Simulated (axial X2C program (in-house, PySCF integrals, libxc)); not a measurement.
# TeSe⁺: bond curves with and without spin–orbit coupling, part 2 of 2

Computed with an in-house X2C program for linear molecules on PySCF integrals; all-electron X2C, Te dyall-cv3z, Se dyall-cv3z.

## Step 9: PBE0, 2c

State followed: Ω = 1/2 (excess of +ω over −ω: ω = 1/2). The scan is laid around 2.290 Å, a first estimate of the minimum, and this SCF restarts from the orbitals of the search.

The SCF at the reference distance of 2.290 Å:

```text
two-component X2C + atomic mean field  PBE0
basis functions 226  fitting functions 1219  grid points 5799
iter        total energy     max residual
   1      -9219.193556610     1.05e-05
   2      -9219.193556616     1.06e-05
   3      -9219.193556619     7.77e-06
   4      -9219.193556621     2.54e-06
converged
one-electron -13484.31080637  Coulomb 4126.80655473  exact exchange -65.30718144  xc functional -199.99476949  nuclear repulsion 408.55253664  atomic mean-field constant -4.93989068
```

Along the bond, energies from the lowest point:

| R (Å) | E (eV) | μ (D) | HOMO (eV) | LUMO (eV) | iterations |
| --- | --- | --- | --- | --- | --- |
| 1.992 | 1.5847 | -0.44 | -12.43 | -10.15 | 12 |
| 2.084 | 0.6443 | -0.49 | -12.60 | -10.32 | 13 |
| 2.153 | 0.2486 | -0.51 | -12.71 | -10.44 | 13 |
| 2.221 | 0.0498 | -0.53 | -12.82 | -10.55 | 13 |
| 2.290 | 0.0000 | -0.53 | -12.92 | -10.66 | 4 |
| 2.370 | 0.0789 | -0.49 | -13.02 | -10.75 | 15 |
| 2.450 | 0.2533 | -0.36 | -13.07 | -10.75 | 16 |
| 2.553 | 0.5435 | -0.10 | -13.08 | -10.66 | 16 |
| 2.679 | 0.9348 | 0.23 | -13.01 | -10.62 | 15 |
| 2.862 | 1.4941 | 0.73 | -12.81 | -10.60 | 14 |

Dipoles are positive if Se is the positive end and refer to the centre of mass.

Outer spinors at the reference distance:

| ω | occupied | ε (eV) | atomic character | λ mixture |
| --- | --- | --- | --- | --- |
| -1/2 | yes | -27.73 | 59% Se s, 25% Te s, 7% Te p | 100% σ |
| 1/2 | yes | -27.26 | 56% Se s, 27% Te s, 8% Te p | 100% σ |
| -1/2 | yes | -23.09 | 56% Te s, 23% Se s, 11% Se p | 100% σ |
| 1/2 | yes | -22.43 | 54% Te s, 26% Se s, 11% Se p | 100% σ |
| -1/2 | yes | -16.18 | 45% Se p, 42% Te p, 6% Te s | 99% σ, 1% π |
| 1/2 | yes | -15.99 | 46% Te p, 42% Se p, 6% Te s | 83% σ, 17% π |
| 1/2 | yes | -15.68 | 56% Se p, 39% Te p | 84% π, 16% σ |
| -3/2 | yes | -14.89 | 57% Se p, 38% Te p, 2% Te d | 100% π |
| -1/2 | yes | -14.80 | 48% Te p, 47% Se p, 2% Te d | 99% π, 1% σ |
| 3/2 | yes | -14.43 | 53% Se p, 42% Te p, 3% Te d | 100% π |
| 1/2 | yes | -12.92 | 51% Te p, 43% Se p, 3% Te d | 99% π, 1% σ |
| -3/2 | no | -10.66 | 57% Te p, 36% Se p, 3% Te d | 100% π |
| -1/2 | no | -10.45 | 47% Se p, 46% Te p, 4% Te d | 99% π, 1% σ |
| 3/2 | no | -10.03 | 54% Te p, 40% Se p, 3% Te d | 100% π |
| -1/2 | no | -6.99 | 37% Te p, 25% Se p, 19% Te d | 100% σ |

PBE0 fields in the half plane through the axis: z from -2.4 to 4.5 Å across, distance from the axis 0.15 to 2.25 Å upwards; Te lies at z = 0 and Se at z = 2.290 Å; the ELF is damped to zero where the density is low.

log10 density (e/bohr³). Ten even steps from '0' (-4.80 ) to '9' (1.83 ):
```
001112222222222222211100
011222333333333333222110
012233344443333433332210
112334444444444444433221
123344555555455555443321
123445566655555565544321
223455677765556776554322
223455789865567897654332
```

ELF. Ten even steps from '0' (0.00 ) to '9' (0.83 ):
```
000001222210000111000000
000024555432112333210000
000257888754345666542000
002478998775567899864100
013689865566778899986300
014798433236786447998410
025885379724862452698620
026884569653843846399620
```

Re = 2.282 Å, ωe = 365 cm⁻¹, Be = 0.0654 cm⁻¹, De = 3.47 eV, μ = -0.53 D.

## Step 10: HF, 2c

The SCF at the reference distance of 2.290 Å:

```text
two-component X2C + atomic mean field  HF
basis functions 226  fitting functions 1219  grid points 5799
iter        total energy     max residual
   1      -9215.120331466     2.65e-01
   2      -9215.154062326     6.12e-03
   3      -9215.155379049     4.56e-03
   4      -9215.155940634     3.23e-03
   5      -9215.156490929     2.70e-03
   6      -9215.156905537     2.78e-03
   7      -9215.156694379     2.63e-03
   8      -9215.154953259     1.33e-03
   9      -9215.154939360     1.03e-03
  10      -9215.155018732     9.43e-04
  11      -9215.155108206     6.71e-04
  12      -9215.155177471     4.58e-04
  13      -9215.155215781     2.98e-04
  14      -9215.155237063     2.42e-04
  15      -9215.155258724     1.33e-04
  16      -9215.155266100     7.20e-05
  17      -9215.155267087     2.75e-05
  18      -9215.155267193     1.74e-05
  19      -9215.155267206     9.36e-06
  20      -9215.155267201     3.61e-06
  21      -9215.155267199     2.85e-06
  22      -9215.155267198     1.54e-06
converged
one-electron -13482.68850567  Coulomb 4125.26479920  exact exchange -261.34420669  xc functional 0.00000000  nuclear repulsion 408.55253664  atomic mean-field constant -4.93989068
```

On the way the iterations pass 0.045 eV below the final energy, so this may not be the lowest solution of its occupation.

No constants are quoted: the dipole of the solution doesn't run smoothly along the scan, a sign that its character may change, so the fit is set aside.

## Step 11: PW91, 2c

The SCF at the reference distance of 2.290 Å:

```text
two-component X2C + atomic mean field  PW91
basis functions 226  fitting functions 1219  grid points 5799
iter        total energy     max residual
   1      -9220.563804339     9.50e-02
   2      -9220.569448809     4.69e-03
   3      -9220.559476768     1.90e-02
   4      -9220.568645928     5.63e-03
   5      -9220.569733476     1.74e-03
   6      -9220.569843794     8.57e-05
   7      -9220.569844180     3.36e-05
   8      -9220.569844380     3.86e-05
   9      -9220.569844471     1.01e-05
  10      -9220.569844474     4.55e-06
  11      -9220.569844474     5.95e-07
converged
one-electron -13484.67656793  Coulomb 4127.16424488  exact exchange 0.00000000  xc functional -266.67016739  nuclear repulsion 408.55253664  atomic mean-field constant -4.93989068
```

Re = 2.319 Å, ωe = 338 cm⁻¹, ωexe = 0.689 cm⁻¹, Be = 0.06336 cm⁻¹, De = 4.09 eV, μ = -0.45 D.

## Step 12: MP2 and beyond, 2c

Correlated methods: 11 electrons correlated (frozen shells, counted by type: Te 4 s, 3 p, 2 d; Se 3 s, 2 p, 1 d), 267 virtual spinors in MP2, 90 natural virtuals in coupled cluster.

Output of the correlated part at 2.290 Å:

```text
correlated 11  virtual 267  natural virtual 90  E(MP2) -0.266550530  MP2 remainder -0.008460431
iter   CCSD correlation   residual
   1     -0.264209861   1.56e-01
   2     -0.273618129   6.84e-02
   3     -0.277078478   3.25e-02
   4     -0.277400253   1.45e-02
   5     -0.277594292   8.07e-03
   6     -0.277675130   4.52e-03
   7     -0.277716775   1.99e-03
   8     -0.277740432   7.52e-04
   9     -0.277732072   3.16e-04
  10     -0.277734726   1.75e-04
  11     -0.277732580   1.06e-04
  12     -0.277734233   6.49e-05
  13     -0.277733906   3.38e-05
  14     -0.277733914   1.69e-05
(T) -0.018004020  T1 0.0468  D1 0.1158  max T2 0.139
```

MP2: No constants are quoted: the dipole of the HF reference doesn't run smoothly along the scan, a sign that its character may change, so the fit is set aside.

CCSD: No constants are quoted: the dipole of the HF reference doesn't run smoothly along the scan, a sign that its character may change, so the fit is set aside.

CCSD(T): No constants are quoted: the dipole of the HF reference doesn't run smoothly along the scan, a sign that its character may change, so the fit is set aside.

## Step 13: A higher determinant, 2c

State: Ω = 3/2 (excess of +ω over −ω: ω = 3/2).

Output at the reference distance:

```text
two-component X2C + atomic mean field  PBE0
basis functions 226  fitting functions 1219  grid points 5799
iter        total energy     max residual
   1      -9219.177606919     2.32e-06
   2      -9219.177606919     2.78e-06
converged
one-electron -13484.05502176  Coulomb 4126.56307352  exact exchange -65.30648041  xc functional -199.99182423  nuclear repulsion 408.55253664  atomic mean-field constant -4.93989068
```

```csv
R (Å),E above the lowest PBE0 point (eV)
1.992,2.018
2.084,1.081
2.153,0.686
2.221,0.486
2.290,0.434
2.370,0.505
2.450,0.662
2.553,0.923
2.679,1.282
```

Re = 2.285 Å, ωe = 356 cm⁻¹, Be = 0.06527 cm⁻¹, μ = -0.46 D. Te = 0.43 eV. As a difference of two determinants it need not be a gap between pure terms.

## Step 14: The 2c curves together

Energy (eV) of the followed determinant, 2c, from each level's lowest point:

```
R (Å)   PBE0  HF (dipole not smooth)  MP2 (HF's dipole not smooth)  CCSD (HF's dipole not smooth)  CCSD(T) (HF's dipole not smooth)   PW91
1.992  1.585                   1.776                         1.817                            n/a                               n/a  1.814
2.084  0.644                   0.883                         0.792                          0.767                             0.848  0.807
2.153  0.249                   0.532                         0.319                          0.325                             0.380  0.359
2.221  0.050                   0.387                         0.066                          0.086                             0.114  0.105
2.290  0.000                   0.392                         0.000                          0.000                             0.000  0.000
2.370  0.079                   0.522                         0.166                          0.042                             0.010  0.016
2.450  0.253                   0.724                         0.495                          0.195                             0.130  0.140
2.553  0.544                   0.000                         1.052                          0.554                             0.652  0.401
2.679  0.935                   0.155                         1.389                            n/a                               n/a  0.806
2.862  1.494                   0.358                         1.872                            n/a                               n/a  1.417
```

The whole job took 2.3 min on 1 thread of AMD EPYC 9R45 (Zen 5), shared host; peak memory 0.77 GiB.

## Step 15: Results

This closing draws on all 2 parts.

Lowest determinant that the search found at its distance, spin-free: M_S = 1/2, Λ = 1 (beyond closed shells: π+α).

Lowest determinant that the search found at its distance, 2c: Ω = 1/2 (excess of +ω over −ω: ω = 1/2).

```json
{"Hamiltonian": "spin-free", "level": "PW91", "Re (Å)": "2.314", "ωe (cm⁻¹)": "342", "De (eV)": "4.02", "μ (D)": "-0.39"}
{"Hamiltonian": "2c", "level": "PBE0", "Re (Å)": "2.282", "ωe (cm⁻¹)": "365", "De (eV)": "3.47", "μ (D)": "-0.53"}
{"Hamiltonian": "2c", "level": "PW91", "Re (Å)": "2.319", "ωe (cm⁻¹)": "338", "De (eV)": "4.09", "μ (D)": "-0.45"}
```

Dipoles are positive if Se is the positive end and refer to the centre of mass. No constants: spin-free PBE0 (the points don't follow one smooth fit); spin-free HF (the dipole of the solution doesn't run smoothly along the scan, a sign that its character may change, so the fit is set aside); spin-free MP2 (the dipole of the HF reference doesn't run smoothly along the scan, a sign that its character may change, so the fit is set aside); spin-free CCSD (the dipole of the HF reference doesn't run smoothly along the scan, a sign that its character may change, so the fit is set aside); spin-free CCSD(T) (the dipole of the HF reference doesn't run smoothly along the scan, a sign that its character may change, so the fit is set aside); 2c HF (the dipole of the solution doesn't run smoothly along the scan, a sign that its character may change, so the fit is set aside); 2c MP2 (the dipole of the HF reference doesn't run smoothly along the scan, a sign that its character may change, so the fit is set aside); 2c CCSD (the dipole of the HF reference doesn't run smoothly along the scan, a sign that its character may change, so the fit is set aside); 2c CCSD(T) (the dipole of the HF reference doesn't run smoothly along the scan, a sign that its character may change, so the fit is set aside).

Time per point (s) on 1 thread of AMD EPYC 9R45 (Zen 5), shared host (2c runs); the times are rough: PBE0 0.78, PW91 0.3.

What this shows: At PW91, going from spin-free to two-component changes Re by +5 mÅ, ωe by -1.1 %; the spin-free picture holds up (part of it comes from the scalar share of the two-electron terms). De moves by +0.06 eV; both De rest on single-determinant atoms, which can miss part of an open shell's spin–orbit lowering. At HF the two-component curve has its lowest point over 0.2 Å from the spin-free one, so it has likely passed to another state.

De refers to Te+ + Se, each in the lowest determinant found, which need not be this curve's own limit. Each curve is one determinant whose occupation by symmetry is held fixed; it was picked as the lowest of a PBE0 search that is not exhaustive. De is counted from the lowest determinant-based energies of the atoms at the same level, without counterpoise correction. Density functionals use the spin component along the axis (collinear). The spin-free determinant is spin-contaminated at some levels.
